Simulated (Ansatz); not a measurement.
# BrGaH₃N: how energies converge with the basis set

One table from this session's results is given with a row withheld; the runs are named, their logs left out.

Method: one geometry, several basis sets; program: Ansatz 0.2.0, Gaussian basis.

Levels to be run: PBE0-D4/def2-SVP; ωB97M-V/def2-SVP; PBE0-D4/def2-QZVPP; the functionals' def2-TZVPP values are taken from earlier runs.

1 further run of the same task is left out (it didn't finish).

### Structure used throughout

The geometry comes from an earlier relaxation with PBE0-D4 in a triple-zeta def2 set; it is a stationary point.

SMILES `[NH2][GaH][Br]`, 6 atoms, charge 0, spin multiplicity 1.

Atoms are counted from 1 here; the program's logs count them from 0.

Bond lengths: N1–Ga2 1.800 Å, N1–H4 1.005 Å, N1–H5 1.006 Å, Ga2–Br3 2.293 Å, Ga2–H6 1.547 Å. Angles: Ga2–N1–H4 124.2°, Ga2–N1–H5 123.0°, H4–N1–H5 112.9°, N1–Ga2–Br3 113.9°, N1–Ga2–H6 125.6°, Br3–Ga2–H6 120.5°.

The first run:

Contents of in.yaml:

```yaml
crystal:
  periodic: [false, false, false]
  atoms:
    - {symbol: N, position_ang: [-0.577848, 0.217616, -0.823659]}
    - {symbol: Ga, position_ang: [0.349640, 0.051816, 0.710341]}
    - {symbol: Br, position_ang: [1.605202, -1.863440, 0.833341]}
    - {symbol: H, position_ang: [-1.177025, 0.995342, -1.039719]}
    - {symbol: H, position_ang: [-0.547240, -0.468176, -1.558383]}
    - {symbol: H, position_ang: [0.347260, 1.066852, 1.878079]}
basis:
  gaussian: {orbitals: def2-SVP}
hamiltonian: {xc: pbe0, dispersion: d4}
output: {orbitals: {seedname: orbitals}}
```

Among the steps run: PBE0-D4 in def2-SVP; ωB97M-V in def2-SVP; PBE0-D4 in def2-QZVPP.

One table of the session follows, with a row left open; its other results are not shown here.

It belongs to the step «Density functionals: the series». 

```
functional       basis  HOMO (eV)
   PBE0-D4    def2-SVP          ?
   PBE0-D4  def2-TZVPP      -7.69
   PBE0-D4  def2-QZVPP      -7.73
   ωB97M-V    def2-SVP      -9.82
   ωB97M-V  def2-TZVPP     -10.02
```

Q: Estimate the row for PBE0-D4, def2-SVP from the others.

**Answer.** HOMO (eV): -7.52. In the column «HOMO (eV)» it is the highest.
